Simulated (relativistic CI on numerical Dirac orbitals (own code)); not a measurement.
# K⁸⁺: one ion under different settings

Aim: see what numerical and physical settings do to the SCF, the total energy and the lowest levels of K⁸⁺.

Program: relativistic CI on numerical Dirac orbitals (own code) version 3. Level of theory: Dirac-Coulomb-Breit CI, KLI orbitals optimised for each configuration, model QED (radiative potential, 1s self-energy scaled to tabulated hydrogen-like ionisation energies), numerical settings as typed. These are calculated values, not measurements, unless marked.

### 1 The atom as given

| Item | Value |
| --- | --- |
| ion | K⁸⁺ (K IX) |
| nuclear charge | 19 |
| electrons | 11 |
| isotope | A = 39 |

### 2 Usual settings

The run's settings:

```ini
atom K  Z=19  charge=8  electrons=11
nucleus A=39  rms_radius_fm=3.4349
hamiltonian dirac-coulomb  breit=on  qed=on  c_scale=1
orbitals kli  potential=per-configuration
slater_scale 1
correlation none
mixing on
grid step=0.0125 r_max=11.4
scf mixing=0.4 start=green max_iterations=150 tolerance=2e-08 node_fill=0.05
configurations
  [Ne] 3s
  [Ne] 3p
end
```

Started as:

```sh
> python run_levels.py task.json out
```

The settings of every run stand in task.json; they run in order.

### 3 Speed-of-light factor 10

Changes to the settings of step 2:

```diff
@@ -2,3 +2,3 @@
 nucleus A=39  rms_radius_fm=3.4349
-hamiltonian dirac-coulomb  breit=on  qed=on  c_scale=1
+hamiltonian dirac-coulomb  breit=on  qed=on  c_scale=10
 orbitals kli  potential=per-configuration
```

### 4 Tolerance 0.0001

The run's settings:

```ini
atom K  Z=19  charge=8  electrons=11
nucleus A=39  rms_radius_fm=3.4349
hamiltonian dirac-coulomb  breit=on  qed=on  c_scale=1
orbitals kli  potential=per-configuration
slater_scale 1
correlation none
mixing on
grid step=0.0125 r_max=11.4
scf mixing=0.4 start=green max_iterations=150 tolerance=0.0001 node_fill=0.05
configurations
  [Ne] 3s
  [Ne] 3p
end
```

### 5 End of the grid 7.98, Breit term off, nuclear radius 3.0914

The run's settings:

```ini
atom K  Z=19  charge=8  electrons=11
nucleus A=39  rms_radius_fm=3.0914
hamiltonian dirac-coulomb  breit=off  qed=on  c_scale=1
orbitals kli  potential=per-configuration
slater_scale 1
correlation none
mixing on
grid step=0.0125 r_max=7.98
scf mixing=0.4 start=green max_iterations=150 tolerance=2e-08 node_fill=0.05
configurations
  [Ne] 3s
  [Ne] 3p
end
```

### 6 Nuclear radius 3434.9

The run's settings:

```ini
atom K  Z=19  charge=8  electrons=11
nucleus A=39  rms_radius_fm=3434.9000
hamiltonian dirac-coulomb  breit=on  qed=on  c_scale=1
orbitals kli  potential=per-configuration
slater_scale 1
correlation none
mixing on
grid step=0.0125 r_max=11.4
scf mixing=0.4 start=green max_iterations=58 tolerance=2e-08 node_fill=0.05
configurations
  [Ne] 3s
  [Ne] 3p
end
```

### 7 Tolerance 1e-14

The run's settings:

```ini
atom K  Z=19  charge=8  electrons=11
nucleus A=39  rms_radius_fm=3.4349
hamiltonian dirac-coulomb  breit=on  qed=on  c_scale=1
orbitals kli  potential=per-configuration
slater_scale 1
correlation none
mixing on
grid step=0.0125 r_max=11.4
scf mixing=0.4 start=green max_iterations=69 tolerance=1e-14 node_fill=0.05
configurations
  [Ne] 3s
  [Ne] 3p
end
```

(Steps that only read results are left out.)

Q: Predict the outcome of this session. Wanted: lowest level, usual settings; total energy; first excitation.

**Answer**, as computed:

| setting | total energy less usual (Ha) | largest shift of a level among the lowest eight of both runs, same label and place (cm⁻¹) | SCF iterations | time | lowest level | kind of change |
| --- | --- | --- | --- | --- | --- | --- |
| usual | 0 | 0 | 20 | 0.081 s | 3s 2S1/2 | - |
| speed-of-light factor 10 | 2.14 | 5300 | 20 | 0.081 s | 3s 2S1/2 | unphysical constant |
| tolerance 0.0001 | 3.31e-07 | 0.0244 | 14 | 0.075 s | 3s 2S1/2 | numerical |
| end of the grid 7.98, Breit term off, nuclear radius 3.0914 | -0.155 | 116 | 20 | 0.078 s | 3s 2S1/2 | unphysical constant |
| nuclear radius 3434.9 | 134 | 229000 | 20 | 0.079 s | 3p 2P°1/2 | unsound |
| tolerance 1e-14 | 0 | 0 | 40 | 0.096 s | 3s 2S1/2 | extreme, harmless here |

| quantity | value |
| --- | --- |
| lowest level, usual settings | 3s 2S1/2 |
| total energy | -579.6594 Ha |
| first excitation | 157274 cm⁻¹ |

In words: The lowest level changes under «nuclear radius 3434.9». Among the runs whose levels can be followed, they move most under «nuclear radius 3434.9» (unsound), by up to 229000 cm⁻¹. No visible change in the result comes from «tolerance 0.0001» or «tolerance 1e-14». «Tolerance 1e-14» costs 40 SCF iterations against 20. Only the listed configurations are in the model.
